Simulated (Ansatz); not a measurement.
# Ag: the cost of one run

Program: Ansatz 0.2.0. Level of theory: DFT PBEsol, scalar-relativistic, plane waves, PAW. These are calculated values, not measurements.

3 further runs of the same task are left out: 1 that didn't finish, 2 set aside as unsound or not needed.

**1. Starting point**

It takes space group R-3m (No. 166, trigonal). Conventional cell: a = 2.869 Å, b = 2.869 Å, c = 21.059 Å, α = 90.00°, β = 90.00°, γ = 120.00°. Around Ag (site symmetry -3m) lie 12 Ag at 2.87 Å. Ag (site symmetry 3m) is surrounded by 12 Ag at 2.87 Å.

Structure file:

```cif
data_structure
_symmetry_space_group_name_H-M 'R-3m:H'
_symmetry_Int_Tables_number 166
_cell_length_a 2.8687
_cell_length_b 2.8687
_cell_length_c 21.0590
_cell_angle_alpha 90.000
_cell_angle_beta 90.000
_cell_angle_gamma 120.000
_cell_volume 150.09
loop_
_atom_site_label
_atom_site_type_symbol
_atom_site_symmetry_multiplicity
_atom_site_Wyckoff_symbol
_atom_site_fract_x
_atom_site_fract_y
_atom_site_fract_z
_atom_site_occupancy
Ag1 Ag 3 a 0.00000 0.00000 0.00000 1
Ag2 Ag 6 c 0.00000 0.00000 0.77769 1
```

It goes back to an entry of the Materials Project, which need not be the stable form.

This cell was relaxed beforehand with the same method: volume 16.68 Å³/atom, gap on the mesh none (metal).

The bulk reference comes from a run made before at the same settings: -7522.2380 eV/atom.

**2. Cutting the (001) slab**

Planes are indexed in the bulk's conventional cell (R-3m (No. 166)), a = 2.869 Å, b = 2.869 Å, c = 21.059 Å, α = 90.00°, β = 90.00°, γ = 120.00°.

Cut from the relaxed bulk: a (001) slab, 9.4 Å thick as cut, with 15 Å of vacuum; its outer planes are Ag (top) and Ag (bottom).

The slab as cut. Its planes from the bottom up:

```
plane  atoms per cell  height over the lowest (Å)
    1              Ag                        0.00
    2              Ag                        2.34
    3              Ag                        4.68
    4              Ag                        7.02
    5              Ag                        9.36
```

**3. Single point on the unrelaxed (001) slab**

A dipole layer in the vacuum cancels the field that periodic copies would set up if the slab's two faces differ.

input.yaml reads:

```yaml
crystal:
  lattice:
    - [2.8687411794, 0.0, 0.0]
    - [-1.4343705897, 2.4844027382, 0.0]
    - [0.0, 0.0, 24.3576542219]
  atoms:
    - { symbol: Ag, position: [0.0, 0.0, 0.3079114241] }
    - { symbol: Ag, position: [0.6666666667, 0.3333333333, 0.4038969264] }
    - { symbol: Ag, position: [0.3333333333, 0.6666666667, 0.4998824287] }
    - { symbol: Ag, position: [0.6666666667, 0.3333333333, 0.5961030736] }
    - { symbol: Ag, position: [0.3333333333, 0.6666666667, 0.6920885759] }
basis:
  ecutwfc: 420
kpoints:
  mp_grid: { grid: [12, 12, 1] }
hamiltonian:
  xc: pbesol
scf:
  occupations: { method: gaussian, width: 0.1 }
output:
  forces: true
  stress: true
  eigenvalues: true
efield:
  axis: 3
  dipole_correction: true
  ramp_width: 0.04
```

Started as:

```bash
$ ansatz run input.yaml --threads 1 --pin off --max-ram 2560MiB --backend cpu --events-out ev --progress --plain --runs-dir out
```

Q: Estimate wall time and peak memory on 1 thread of Arm Neoverse V1, shared host.

About 18 s, with a peak of 0.41 GiB.
